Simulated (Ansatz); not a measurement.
# BHLYP/cc-pVDZ run of C2H5FSi (SMILES F/C=C/[SiH3])

What is the electronic atomisation energy of C2H5FSi at BHLYP/cc-pVDZ? 

Program for the calculation: Ansatz 0.2.0.

91 further runs of the same task are left out: 91 set aside as unsound or not needed.

### 1 The system as given

The species is C2H5FSi (9 atoms), meant as a singlet with charge 0. As SMILES, `F/C=C/[SiH3]`. The shape is that of a PBE0-D4/def2-TZVP optimisation.

Bond lengths: F1–C2 1.336 Å, C2–C3 1.322 Å, C3–Si4 1.852 Å, C2–H5 1.086 Å, C3–H6 1.087 Å, Si4–H7 1.487 Å, Si4–H8 1.487 Å, Si4–H9 1.487 Å. Some angles: F1–C2–C3 122.8°, C2–C3–Si4 121.1°, F1–C2–H5 111.4°, C3–C2–H5 125.9°, C2–C3–H6 117.6°, Si4–C3–H6 121.3°, C3–Si4–H7 110.8°, C3–Si4–H8 110.8°, C3–Si4–H9 108.6°, H7–Si4–H8 107.9°.

### 2 The energy at BHLYP/cc-pVDZ

input.yaml

```yaml
crystal:
  periodic: [false, false, false]
  atoms:
    - {symbol: F, position_ang: [-1.259900, 2.360900, 0.506400]}
    - {symbol: C, position_ang: [-0.578300, 1.355000, -0.048000]}
    - {symbol: C, position_ang: [-0.336700, 0.219900, 0.584900]}
    - {symbol: Si, position_ang: [0.614100, -1.145000, -0.228900]}
    - {symbol: H, position_ang: [-0.264200, 1.599600, -1.058100]}
    - {symbol: H, position_ang: [-0.716100, 0.118100, 1.598600]}
    - {symbol: H, position_ang: [1.843700, -1.465600, 0.542800]}
    - {symbol: H, position_ang: [-0.206700, -2.381600, -0.316300]}
    - {symbol: H, position_ang: [0.992500, -0.707600, -1.598500]}
basis:
  gaussian:
    orbitals: cc-pVDZ
hamiltonian:
  xc: {name: BHLYP}
accuracy: high
output: {orbitals: {seedname: orbitals}}
```

Launch:

```
ansatz run input.yaml --threads 1 --pin off --max-ram 3480MiB --events-out events.jsonl --progress --plain --runs-dir runs
```

Output:

```text
Warning: RAYON_NUM_THREADS=1 ignored (pool sized by the plan → 1); use --threads N
Functional definition: BHLYP
  name "BHLYP"
  parameter a = 0.5
  exchange = (1 - a)*b88_x + a*exact_x
  correlation = lyp_c
1988 factors; integrals over basis functions are off by at most 3.8e-9 eV
mean field evaluation 1: about -12744.0746 eV, gradient 3.2e1 eV
mean field evaluation 2: about -12744.6108 eV, gradient 2.7e1 eV
mean field evaluation 4: about -12746.3800 eV, gradient 1.7e0 eV
mean field evaluation 8: about -12746.7659 eV, gradient 3.6e-1 eV
mean field evaluation 16: about -12746.7662 eV, gradient 1.2e-5 eV
mean field -12746.76616737 eV, -468.4350165825 hartree, gradient 2.9e-8 eV, S^2 0.000000; 0 other end points of the search recorded, 0 dependent functions left out
reference -12746.76619404 eV, -468.4350175625 hartree; 20, 20 occupied and 65, 65 virtual orbitals, 1988 factors
Total energy: -12746.76619404 eV, -468.4350175625 hartree
```

Wall time 8.4 s (1 thread of Arm Neoverse V2, shared host); peak memory 0.28 GiB.

### 3 The C atom at the same level

input.yaml

```yaml
crystal:
  periodic: [false, false, false]
  atoms:
    - {symbol: C, position_ang: [0.000000, 0.000000, 0.000000]}
basis:
  gaussian:
    orbitals: cc-pVDZ
magnetization:
  spin_polarized: true
  initial_magnetization: 2
hamiltonian:
  xc: {name: BHLYP}
accuracy: high
```

Launch:

```
ansatz run input.yaml --threads 1 --pin off --max-ram 3480MiB --events-out events.jsonl --progress --plain --runs-dir runs
```

Output:

```text
Warning: RAYON_NUM_THREADS=1 ignored (pool sized by the plan → 1); use --threads N
[... 5 set-up lines as earlier in the session ...]
96 factors; integrals over basis functions are off by at most 1.3e-9 eV
mean field evaluation 1: about -1029.6254 eV, gradient 3.4e0 eV
mean field evaluation 2: about -1029.7088 eV, gradient 6.6e-1 eV
mean field evaluation 4: about -1029.7135 eV, gradient 4.1e-2 eV
mean field evaluation 8: about -1029.7135 eV, gradient 9.3e-5 eV
mean field -1029.71352193 eV, -37.8412739659 hartree, gradient 2.0e-8 eV, S^2 2.003274; 0 other end points of the search recorded, 0 dependent functions left out
reference -1029.71353613 eV, -37.8412744877 hartree; 4, 2 occupied and 10, 12 virtual orbitals, 96 factors
Total energy: -1029.71353613 eV, -37.8412744877 hartree
```

Run time: 0.26 s. Hardware: 1 thread of Arm Neoverse V2, shared host.

### 4 The F atom, same level

job.yaml

```yaml
crystal:
  periodic: [false, false, false]
  atoms:
    - {symbol: F, position_ang: [0.000000, 0.000000, 0.000000]}
basis:
  gaussian:
    orbitals: cc-pVDZ
magnetization:
  spin_polarized: true
  initial_magnetization: 1
hamiltonian:
  xc: {name: BHLYP}
accuracy: high
```

Launch:

```
ansatz run job.yaml --threads 1 --pin off --max-ram 3480MiB --events-out events.jsonl --progress --plain --runs-dir runs
```

Output:

```text
Warning: RAYON_NUM_THREADS=1 ignored (pool sized by the plan → 1); use --threads N
[... 5 set-up lines as earlier in the session ...]
96 factors; integrals over basis functions are off by at most 1.7e-9 eV
mean field evaluation 1: about -2713.0438 eV, gradient 4.9e0 eV
mean field evaluation 2: about -2713.1021 eV, gradient 7.5e-1 eV
mean field evaluation 4: about -2713.1046 eV, gradient 2.0e-1 eV
mean field evaluation 8: about -2713.1047 eV, gradient 7.6e-4 eV
mean field -2713.10472383 eV, -99.7047595923 hartree, gradient 1.7e-8 eV, S^2 0.751125; 0 other end points of the search recorded, 0 dependent functions left out
reference -2713.10473092 eV, -99.7047598528 hartree; 5, 4 occupied and 9, 10 virtual orbitals, 96 factors
Total energy: -2713.10473092 eV, -99.7047598528 hartree
```

Wall time 0.26 s (1 thread of Arm Neoverse V2, shared host).

### 5 The H atom, same level

run.yaml

```yaml
crystal:
  periodic: [false, false, false]
  atoms:
    - {symbol: H, position_ang: [0.000000, 0.000000, 0.000000]}
basis:
  gaussian: {orbitals: cc-pVDZ}
magnetization: {spin_polarized: true, initial_magnetization: 1}
hamiltonian: {xc: {name: BHLYP}}
accuracy: high
```

Launch:

```
ansatz run run.yaml --threads 1 --pin off --max-ram 3480MiB --events-out events.jsonl --progress --plain --runs-dir runs
```

Output:

```text
Warning: RAYON_NUM_THREADS=1 ignored (pool sized by the plan → 1); use --threads N
[... 5 set-up lines as earlier in the session ...]
15 factors; integrals over basis functions are off by at most 4.6e-8 eV
mean field evaluation 1: about -13.5381 eV, gradient 8.2e-1 eV
mean field evaluation 2: about -13.5466 eV, gradient 1.5e-1 eV
mean field evaluation 4: about -13.5469 eV, gradient 9.6e-5 eV
mean field evaluation 8: about -13.5469 eV, gradient 2.7e-11 eV
mean field -13.54688247 eV, -0.4978387483 hartree, gradient 6.4e-11 eV, S^2 0.750000; 0 other end points of the search recorded, 0 dependent functions left out
reference -13.54689547 eV, -0.4978392260 hartree; 1, 0 occupied and 4, 5 virtual orbitals, 15 factors
Total energy: -13.54689547 eV, -0.4978392260 hartree
```

It took 0.1 s on 1 thread of Arm Neoverse V2, shared host.

### 6 The Si atom, same level

Changes to input.yaml since step 3:

```diff
@@ -3,3 +3,3 @@
   atoms:
-    - {symbol: C, position_ang: [0.000000, 0.000000, 0.000000]}
+    - {symbol: Si, position_ang: [0.000000, 0.000000, 0.000000]}
 basis:
```

Run the same way, it converges to -289.37534 Eh (log not shown).

### 7 Results

Level: BHLYP/cc-pVDZ.

| quantity | value |
| --- | --- |
| molecule: total energy | -468.43502 Eh |
| molecule: HOMO energy | -8.76 eV |
| molecule: LUMO energy | 1.15 eV |
| molecule: HOMO–LUMO gap | 9.91 eV |
| C atom: total energy | -37.84127 Eh |
| C atom: ⟨S²⟩ | 2.003 |
| F atom: total energy | -99.70476 Eh |
| F atom: ⟨S²⟩ | 0.751 |
| H atom: total energy | -0.49784 Eh |
| H atom: ⟨S²⟩ | 0.750 |
| Si atom: total energy | -289.37534 Eh |
| Si atom: ⟨S²⟩ | 2.005 |
| electronic atomisation energy | 32.196 eV |

Taking the molecule apart into free atoms costs 32.20 eV (3106 kJ/mol), before zero-point energy and without spin-orbit coupling.
